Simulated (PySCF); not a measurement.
## FCClBr2: atomic charges with B97-D

The system is FCClBr2, in a box.

```
F C Cl Br
1.0
    12.00000    0.00000    0.00000
     0.00000   12.00000    0.00000
     0.00000    0.00000   12.00000
F C Cl Br
1 1 1 2
Cartesian
  7.0877 4.8453 6.3120
  5.9281 5.4486 6.0786
  4.9470 5.4256 7.5112
  5.1022 4.6768 4.5697
  6.3731 7.3550 5.6913
```

The cell isn't the ideal one: atoms moved at random, drawn with an rms of 0.05 Å.

```yaml
Program: PySCF 2.14.0
Task: atomic charges
Functional: B97-D
Potentials_or_basis: 6-31g* (all-electron)
k_mesh: 1 × 1 × 1
Occupations: fixed
Spin: no spin polarisation
Exponents_discarded_below_exp_to_discard: 0 1/bohr^2
conv_tol: 1e-07 Ha
max_cycle: 60
Relativity: none
Coulomb_method: Gaussian density fitting (GDF)
Grid_for_exchange_and_correlation: Becke, atom-centred
Three-centre_integrals: read from an earlier run's file
```

| Quantity | Value |
| --- | --- |
| Gap between the frontier levels | 4.07 eV |
| Meta-löwdin charges | F -0.20; C +0.23; Cl +0.01; Br +0.03, -0.06 e |

Levels at points of the mesh, in eV from the valence-band top:
```
           k point  band 46  band 47  band 48  band 49  band 50  band 51  band 52  band 53  band 54  band 55
(0.00, 0.00, 0.00)    -1.86    -1.43    -1.07    -0.68    -0.23     0.00     4.07     5.45     6.43     8.63
```

It took 31 s on 2 threads of Intel(R) Xeon(R) Processor @ 2.70GHz, with other jobs on the host, peak memory 1.9 GiB.

Caveat: this functional is defined with a dispersion term, which the run leaves out; this is a molecule in a periodic box at the Γ point, so its band gap is the HOMO-LUMO gap; population charges move with the basis; relativity is left out, which matters for the heavier elements; the basis of atomic orbitals isn't converged, which shifts pressures, moduli and gaps.
